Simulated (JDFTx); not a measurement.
YC2:

```
Y C
1.0
    -1.83855    1.83855    3.09410
     1.83855   -1.83855    3.09410
     1.83855    1.83855   -3.09410
Y C
1 2
Direct
  0.00000 0.00000 0.00000
  0.60490 0.60490 0.00000
  0.39510 0.39510 0.00000
```

- Program: JDFTx 1.7.0 (patched build)
- Task: single point
- Functional: PBEsol
- Potentials or basis: PseudoDojo-SR-PBEsol-0.4.1-standard with smoothed tails
- Cutoff: 1116 eV
- Density cutoff: 8925 eV
- k mesh: 10 × 10 × 10
- Occupations: fermi-dirac, width 0.05 eV
- Spin: no spin polarisation

On this cell: pressure -3.3 GPa; largest force 0.290 eV/Å; band gap on the k mesh none (metal or under the smearing width).

The same run follows on a disturbed copy (atoms moved at random, drawn with an rms of 0.05 Å):

```
Y C
1.0
    -1.83855    1.83855    3.09410
     1.83855   -1.83855    3.09410
     1.83855    1.83855   -3.09410
Y C
1 2
Direct
  0.00290 0.98726 0.99608
  0.61059 0.60825 0.99871
  0.38413 0.38665 0.99504
```

**Question.** What does the disturbed cell give?

**Answer.** The energy (extrapolated to zero smearing) moves by +46.5 meV/atom; pressure -8.3 GPa; largest force 3.499 eV/Å; band gap on the k mesh none (metal or under the smearing width).

Forces in eV/Å, atoms in the order of the input:
```
Y    0.196 -0.177  0.140
C   -0.083 -0.014 -3.498
C   -0.113  0.191  3.358
```

Stress tensor (GPa, compression positive):
```
 -3.93  -0.11   0.00
 -0.11  -3.93  -0.10
  0.00  -0.10 -16.90
```

Caveats: the empty levels aren't tightly converged.
